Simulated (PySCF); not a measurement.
# C5H4F2: the cost of one run

Programs: PySCF 2.14.0, with density-fitted response routines of our own. Each step states its level of theory. These are calculated values for one molecule in the gas phase, unless marked as measured. Atoms are numbered from 0 throughout.

### 1 The molecule as given

11 atoms, charge 0, multiplicity 1; geometry from: GFN2-xTB. The atoms were then displaced at random by about 0.01 Å, so the start is not that level's minimum.

Bonds of the start (Å): F0–C1 1.37, C1–C2 1.35, C2–C3 1.45, C3–C4 1.47, C4–C5 1.34, C5–F6 1.34, C5–C1 1.46, C2–H7 1.07, C3–H8 1.09, C3–H9 1.12, C4–H10 1.07.

### 2 Optimising the geometry at PBE0-D3(BJ)/def2-SVP

What the job is given:

```
{"job": {"xc": "PBE0", "basis": "def2-SVP", "d3": "d3bj", "grid": 1, "shake": 0.01, "kind": "geom"}, "charge": 0, "multiplicity": 1}
F      2.516790    -0.681160     0.263730
C      1.201110    -0.341500     0.128040
C      0.134070    -1.144720     0.312430
C     -1.058890    -0.360840     0.059650
C     -0.597080     0.990070    -0.308170
C      0.740000     0.990470    -0.254450
F      1.574590     2.003860    -0.509140
H      0.186420    -2.169240     0.604610
H     -1.681110    -0.797290    -0.726410
H     -1.740650    -0.336700     0.953070
H     -1.237140     1.821230    -0.539010
```

On the command line:

```
OMP_NUM_THREADS=1 python probes_run.py task.json out
```

One launch serves the whole session: the jobs run in the order shown.

**Question.** How long does this first job take on 1 thread of Arm Neoverse V1, shared host, and how much memory does it need?

About 38 s, with a peak of 0.52 GiB.
